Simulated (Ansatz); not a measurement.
# CH7NOSSi: the cost of one run

All numbers below are computed with Ansatz 0.2.0 (RKS r2SCAN-D4/STO-3G).

## 1. Starting point

Bond lengths: N1–C2 1.414 Å, C2–O3 1.379 Å, C2–S4 1.763 Å, S4–Si5 2.081 Å, N1–H6 1.021 Å, N1–H7 1.070 Å, C2–H8 1.129 Å, O3–H9 1.006 Å, Si5–H10 1.515 Å, Si5–H11 1.461 Å, Si5–H12 1.460 Å. Angles (14 of 17 angles, heavy atoms first): N1–C2–O3 103.1°, N1–C2–S4 112.1°, O3–C2–S4 110.7°, C2–S4–Si5 105.6°, N1–C2–H8 111.7°, O3–C2–H8 109.5°, S4–C2–H8 109.6°, C2–N1–H6 105.7°, C2–N1–H7 103.3°, C2–O3–H9 101.8°, S4–Si5–H10 106.2°, S4–Si5–H11 109.8°, S4–Si5–H12 110.1°, H6–N1–H7 99.2°.

As a file:

```xyz
12

N    -1.3071   -0.6392    1.6165
C    -0.2302   -0.2403    0.7918
O     0.5023   -1.4002    0.6507
S    -0.7798    0.3441   -0.7785
Si    0.9427    0.9158   -1.7968
H    -1.9166   -1.2028    1.0224
H    -1.9057    0.2450    1.6858
H     0.4060    0.5498    1.2882
H     0.3255   -1.8624    1.5265
H     1.7200    1.8057   -0.8480
H     1.7283   -0.2655   -2.1439
H     0.5916    1.6947   -2.9808
```

## 2. Relaxing the start

Contents of input.yaml:

```yaml
crystal:
  periodic: [false, false, false]
  atoms:
    - { symbol: "N", position_ang: [-1.3071, -0.6392, 1.6165] }
    - { symbol: C, position_ang: [-0.2302, -0.2403, 0.7918] }
    - { symbol: O, position_ang: [0.5023, -1.4002, 0.6507] }
    - { symbol: S, position_ang: [-0.7798, 0.3441, -0.7785] }
    - { symbol: Si, position_ang: [0.9427, 0.9158, -1.7968] }
    - { symbol: H, position_ang: [-1.9166, -1.2028, 1.0224] }
    - { symbol: H, position_ang: [-1.9057, 0.245, 1.6858] }
    - { symbol: H, position_ang: [0.406, 0.5498, 1.2882] }
    - { symbol: H, position_ang: [0.3255, -1.8624, 1.5265] }
    - { symbol: H, position_ang: [1.72, 1.8057, -0.848] }
    - { symbol: H, position_ang: [1.7283, -0.2655, -2.1439] }
    - { symbol: H, position_ang: [0.5916, 1.6947, -2.9808] }
basis:
  gaussian: { orbitals: STO-3G }
hamiltonian:
  xc: r2scan
  dispersion: d4
relax:
  f_tol: 0.02
  max_steps: 40
scf:
  lower_state_search: "off"
```

The run is started by

```sh
> ansatz run input.yaml --threads 1 --pin off --max-ram 2048MiB --backend cpu --events-out ev --progress --plain --runs-dir out
```

Q: Estimate wall time and peak memory on 1 thread of Arm Neoverse V2, shared host.

About 2.5 min, with a peak of 0.17 GiB.
